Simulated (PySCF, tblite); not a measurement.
**BGe2H8Si radical: geometry, infrared bands and EPR parameters**

What infrared bands and EPR parameters should BGe2H8Si radical (`[BH2][Ge]([SiH3])[GeH3]`) show?

The runs use tblite 0.8.0 and PySCF 2.14.0, with density-fitted response routines of our own; the level of theory stands in each step. All values are computed, except where a source is named. Atoms are numbered from 0 throughout.

**1. Starting geometry**

12 atoms, charge 0, multiplicity 2; geometry from: force field or distance geometry start.

Bonds of the start (Å): B0–Ge1 2.03, Ge1–Si2 2.31, Ge1–Ge3 2.39, B0–H4 1.18, B0–H5 1.19, Si2–H6 1.47, Si2–H7 1.47, Si2–H8 1.47, Ge3–H9 1.54, Ge3–H10 1.56, Ge3–H11 1.54.

**2. Relaxing the molecule with GFN2-xTB**

The job: settings as JSON, then the geometry in Å.

```
{"job": {"kind": "relax", "xc": "GFN2-xTB", "basis": "xTB"}, "charge": 0, "multiplicity": 2}
B      0.422900    -2.015500     0.760500
Ge     0.037300    -0.028600     0.858700
Si     1.739700     1.110800    -0.213500
Ge    -2.041800     0.443100    -0.218800
H      1.407100    -2.453400     1.231100
H     -0.361300    -2.729700     0.222400
H      1.780700     0.691100    -1.626900
H      3.022900     0.825700     0.436500
H      1.464800     2.554900    -0.149500
H     -1.963400    -0.011400    -1.688000
H     -3.180000    -0.342300     0.501800
H     -2.327800     1.954800    -0.140300
```

On the command line:

```console
OMP_NUM_THREADS=1 python probes_run.py task.json out
```

One launch serves the whole session: the jobs run in the order shown.

What it wrote:

```text
step      E/eV     max force
  0    -294.85684    1.114
  1    -294.89604    0.798
  2    -294.96832    0.493
  3    -294.98352    0.425
  4    -295.02780    0.520
  5    -295.03542    0.356
  6    -295.04521    0.207
  7    -295.04939    0.205
  8    -295.05467    0.181
  9    -295.05878    0.165
 10    -295.06256    0.200
 11    -295.06535    0.213
 12    -295.06805    0.201
 13    -295.07069    0.166
 14    -295.07347    0.131
 15    -295.07639    0.137
 16    -295.07899    0.173
 17    -295.08108    0.157
 18    -295.08348    0.140
 19    -295.08741    0.211
 20    -295.09386    0.263
 21    -295.10111    0.230
 22    -295.10608    0.201
 23    -295.10971    0.149
 24    -295.11285    0.139
 25    -295.11680    0.182
 26    -295.12207    0.233
 27    -295.12763    0.257
 28    -295.13218    0.257
 29    -295.13659    0.249
 30    -295.14133    0.200
 31    -295.14874    0.208
 32    -295.15280    0.199
 33    -295.15750    0.229
 34    -295.16067    0.179
 35    -295.16281    0.161
 36    -295.16475    0.131
 37    -295.16620    0.099
 38    -295.16797    0.082
 39    -295.16858    0.091
 40    -295.16975    0.078
 41    -295.17031    0.080
 42    -295.17083    0.061
 43    -295.17119    0.062
 44    -295.17159    0.059
 45    -295.17193    0.041
 46    -295.17213    0.033
 47    -295.17222    0.031
 48    -295.17231    0.034
 49    -295.17248    0.040
 50    -295.17279    0.055
 51    -295.17323    0.064
 52    -295.17360    0.053
 53    -295.17383    0.042
 54    -295.17401    0.044
 55    -295.17429    0.055
 56    -295.17474    0.081
 57    -295.17525    0.084
 58    -295.17557    0.055
 59    -295.17574    0.029
 60    -295.17584    0.023
 61    -295.17592    0.026
 62    -295.17603    0.032
 63    -295.17619    0.034
 64    -295.17636    0.028
 65    -295.17652    0.022
 66    -295.17661    0.023
 67    -295.17665    0.018
 68    -295.17669    0.016
 69    -295.17673    0.016
 70    -295.17678    0.021
 71    -295.17683    0.017
 72    -295.17685    0.010
```

Wall time 0.39 s (1 thread of Arm Neoverse V2, shared host).

Step by step: (not every step is listed)

| step | energy from step 0 (eV) | largest force (eV/Å) |
| --- | --- | --- |
| 0 | 0.0000 | 1.1143 |
| 1 | -0.0392 | 0.7978 |
| 2 | -0.1115 | 0.4933 |
| 3 | -0.1267 | 0.4245 |
| 4 | -0.1710 | 0.5202 |
| 5 | -0.1786 | 0.3560 |
| 6 | -0.1884 | 0.2070 |
| 7 | -0.1926 | 0.2048 |
| 8 | -0.1978 | 0.1808 |
| 13 | -0.2139 | 0.1656 |
| 18 | -0.2266 | 0.1396 |
| 23 | -0.2529 | 0.1488 |
| 28 | -0.2753 | 0.2573 |
| 33 | -0.3007 | 0.2293 |
| 38 | -0.3111 | 0.0824 |
| 43 | -0.3144 | 0.0621 |
| 48 | -0.3155 | 0.0340 |
| 53 | -0.3170 | 0.0422 |
| 58 | -0.3187 | 0.0551 |
| 63 | -0.3194 | 0.0335 |
| 67 | -0.3198 | 0.0178 |
| 68 | -0.3199 | 0.0156 |
| 69 | -0.3199 | 0.0157 |
| 70 | -0.3199 | 0.0212 |
| 71 | -0.3200 | 0.0171 |
| 72 | -0.3200 | 0.0098 |

Distances of close pairs at the start and the end, largest changes first:

| bond | before (Å) | after (Å) | change (Å) |
| --- | --- | --- | --- |
| B0–Ge1 | 2.026 | 1.955 | -0.071 |
| Ge1–Si2 | 2.312 | 2.366 | +0.054 |
| Ge3–H10 | 1.559 | 1.509 | -0.050 |
| Ge1–Ge3 | 2.389 | 2.423 | +0.035 |
| Ge3–H11 | 1.541 | 1.512 | -0.029 |
| Ge3–H9 | 1.540 | 1.513 | -0.027 |
| B0–H5 | 1.189 | 1.171 | -0.019 |
| Si2–H6 | 1.475 | 1.470 | -0.005 |

The final coordinates are the input of the step that follows.

**3. Vibrational analysis with GFN2-xTB**

The job: settings as JSON, then the geometry in Å.

```
{"job": {"kind": "ir", "xc": "GFN2-xTB", "basis": "xTB"}, "charge": 0, "multiplicity": 2}
B      0.383831    -2.253000     0.888462
Ge     0.206664    -0.427368     0.212211
Si     1.818177     1.228071    -0.298492
Ge    -2.005937     0.396163    -0.334706
H      1.444709    -2.680201     1.139295
H     -0.565754    -2.917903     1.051426
H      2.172812     1.219314    -1.724573
H      3.040665     0.986515     0.474490
H      1.319554     2.568635     0.028227
H     -2.439270     0.236834    -1.775755
H     -3.151989    -0.232771     0.419684
H     -2.222265     1.875026    -0.106296
```

What it wrote:

```text
mode    cm-1     km/mol
  1       4.6      0.02
  2      29.4      0.02
  3      37.2      0.70
  4      73.6      1.30
  5     104.7     11.56
  6     226.6     10.44
  7     247.8      0.74
  8     332.4     27.41
  9     333.7      9.14
 10     354.7      8.10
 11     425.0     37.25
 12     443.2      7.52
 13     623.1      5.84
 14     645.0    158.55
 15     648.5     41.55
 16     765.2    887.10
 17     781.7    171.07
 18     792.4     46.10
 19     811.4    770.72
 20     872.8    128.18
 21     881.6    131.23
 22    1133.2     78.74
 23    1832.9    339.50
 24    1927.2    518.62
 25    1948.5    558.33
 26    2188.8    278.72
 27    2211.4    223.73
 28    2220.1    370.03
 29    2603.9    174.30
 30    2643.2    121.89
```

Run time: 0.33 s. Hardware: 1 thread of Arm Neoverse V2, shared host.

Which atoms move in the most intense modes:

| cm⁻¹ | km/mol | atoms |
| --- | --- | --- |
| 765 | 887.1 | H8 31 %, H7 26 %, H6 20 % |
| 811 | 770.7 | H10 28 %, H11 26 %, H9 25 % |
| 1833 | 339.5 | H9 42 %, H11 33 %, H10 25 % |
| 1927 | 518.6 | H9 54 %, H11 39 % |
| 1948 | 558.3 | H10 68 %, H11 27 % |
| 2189 | 278.7 | H6 97 % |
| 2211 | 223.7 | H8 87 %, H7 11 % |
| 2220 | 370.0 | H7 86 %, H8 10 % |

**4. EPR parameters: B3LYP/def2-TZVP-core+pcH-1**

Settings changed since step 3:

```diff
@@ -1,2 +1,2 @@
-{"job": {"kind": "ir", "xc": "GFN2-xTB", "basis": "xTB"}, "charge": 0, "multiplicity": 2}
+{"job": {"kind": "epr", "basis": "pcH-1"}, "charge": 0, "multiplicity": 2}
 B      0.383831    -2.253000     0.888462
```

With the program's defaults for keys left out, this is: UKS B3LYP, def2-TZVP-core on Ge, pcH-1 on B H Si, non-relativistic, mean-field spin-orbit, GIAO.

What it wrote:

```text
UKS, coarse grid
  cycle   1  E = -4473.11612875  |g| = 1.86e+00
  cycle   2  E = -4473.02726719  |g| = 1.20e+00
  cycle   3  E = -4473.19219796  |g| = 5.35e-01
  cycle   4  E = -4473.25238441  |g| = 6.37e-02
  cycle   5  E = -4473.25462218  |g| = 2.00e-02
  cycle   6  E = -4473.25484124  |g| = 3.97e-03
  cycle   7  E = -4473.25485456  |g| = 1.22e-03
  cycle   8  E = -4473.25485888  |g| = 6.68e-04
UKS, final grid
  cycle   1  E = -4473.25490089  |g| = 4.17e-04
  cycle   2  E = -4473.25490083  |g| = 5.28e-04
  cycle   3  E = -4473.25490101  |g| = 5.10e-05
  cycle   4  E = -4473.25490101  |g| = 3.98e-05
  cycle   5  E = -4473.25490101  |g| = 1.01e-05
E = -4473.25490101 Eh   <S^2> = 0.7523 (exact 0.7500)
g shifts (ppm)      1          2          3
  rmc          -105       -105       -105
  gc             -9         32         29
  oz_so        -137      13883      32494
  total        -251      13810      32418
hyperfine (MHz)  atom isotope    a_iso     a_fc   dipolar eigenvalues
    0   11B       6.10       7.02    -12.82    -11.64     24.45
    1  73Ge     -12.51     -14.30    -57.00     27.76     29.24
    2  29Si      19.27      19.33     -1.62     -0.82      2.44
    3  73Ge       9.36       9.53     -0.54     -0.35      0.89
    4    1H     -15.19     -15.00     -7.40     -0.23      7.63
    5    1H     -15.50     -15.31     -7.40     -0.27      7.67
    6    1H      38.57      38.56     -1.67     -0.74      2.42
    7    1H       5.54       5.53     -1.54     -1.17      2.71
    8    1H      11.54      11.53     -1.43     -1.05      2.48
    9    1H      43.83      43.83     -1.20     -1.09      2.29
   10    1H       7.23       7.22     -1.32     -1.09      2.42
   11    1H      10.58      10.57     -1.25     -0.98      2.24
```

It took 4.2 min on 1 thread of Arm Neoverse V2, shared host; peak memory 0.98 GiB.

Principal g values 2.00207, 2.01613, 2.03474; g(iso) = 2.01765, against 2.00232 for a free electron.

Hyperfine couplings; where a row names several nuclei, a(iso) is their mean (it holds for fast rotation or exchange) and the dipolar term the largest among them:

| nuclei | isotope | a(iso) (MHz) | a(iso) (G, at g = 2.0023) | largest dipolar term (MHz) |
| --- | --- | --- | --- | --- |
| H9, H10, H11 | 1H | 20.5 | 7.3 | 2.4 |
| Si2 | 29Si | 19.3 | 6.9 | 2.4 |
| H6, H7, H8 | 1H | 18.6 | 6.6 | 2.7 |
| H4, H5 | 1H | -15.3 | -5.5 | 7.7 |
| Ge1 | 73Ge | -12.5 | -4.5 | -57.0 |
| Ge3 | 73Ge | 9.4 | 3.3 | 0.9 |
| B0 | 11B | 6.1 | 2.2 | 24.5 |

Mulliken spin populations:

| atom | value (e) |
| --- | --- |
| B0 | 0.26 |
| Ge1 | 0.77 |
| Si2 | -0.03 |
| Ge3 | -0.03 |
| H4 | -0.02 |
| H5 | -0.02 |
| H6 | 0.02 |
| H7 | 0.00 |
| H8 | 0.01 |
| H9 | 0.02 |
| H10 | 0.00 |
| H11 | 0.01 |

In first order the couplings over 0.8 MHz of 1H, 11B give 186 distinct lines over 59.4 G, if the averaged nuclei exchange fast.

Orbitals, density, ELF and potential are computed afterwards from the orbital file.

ELF in a plane through or near 6 of the atoms.

Ten even steps from ' ' (0.00) to '@' (1.00):
```
                                                        
                                                        
                    ::++++::                            
                  **@@@@@@@@**::++@@@@**..              
                ..%%@@@@@@@@%%**@@@@@@@@**              
                  --%%@@@@**..--@@@@@@@@**              
                    ..--**::--..%%@@@@**..              
        ..::..      ..--**%%%%%%==::                    
      ==@@@@@@##::::++--::##++..--::    ..--==::        
    ..##@@@@@@@@++++%%++--****::****====##@@@@%%--      
      ==%%@@@@++----==@@==..::**##::::::%%@@@@@@++      
        ::====  ####..**++--==**::**======%%@@##--      
          ....--++++**--    ..----::::..::::....        
            ..==##%%##--      --##%%**==..              
              ::**##++..      ==%%@@%%++..              
                ..::..        ::++##++::                
                                  ..                    
                                                        
                                                        
                                                        
```
The map spans 11.6 Å across and 11.6 Å up, centred on the molecule. Atoms in the plane (x, y in Å): B0 (0.3, 2.4), Ge1 (-0.1, 0.5), Si2 (-2.1, -0.7), Ge3 (1.8, -1.0), H4 (-0.6, 3.2), H5 (1.4, 2.8).

On the surface of density 0.002 e/bohr³ the electrostatic potential runs, from the 1st to the 99th percentile, from -0.22 to 1.21 V.

The spin density lies nearest to Ge1 57 %; B0 24 %.

**5. What came out**

```
                                 quantity                         value
strongest single infrared mode (GFN2-xTB)          765 cm⁻¹, 887 km/mol
             zero-point energy (GFN2-xTB)                 40.2 kcal/mol
                           g(iso) (B3LYP)                       2.01765
                                     ⟨S²⟩            0.752 (exact 0.75)
       largest a(iso) (averaged by class)  1H on H9, H10, H11, 20.5 MHz
    surface potential, 1st and 99th percentile            -0.22 V and 1.21 V
```

**Reading.** Over 72 steps the energy fell by 0.320 eV; of the close pairs, B0–Ge1 changed most, 2.026 to 1.955 Å. No mode is imaginary among the 30: a minimum at this level. The strongest single mode, at 765 cm⁻¹, is spread over several atoms, H8, H7, H6 among them. Unscaled tight-binding wavenumbers are off by several per cent, some by more. Its intensities can rank the bands wrongly. The largest share of the spin, 0.77 e, sits on Ge1. The isotropic g lies 15.3 ppt above the free-electron value. The hyperfine terms hold no scalar relativity, which the heavier nuclei need.
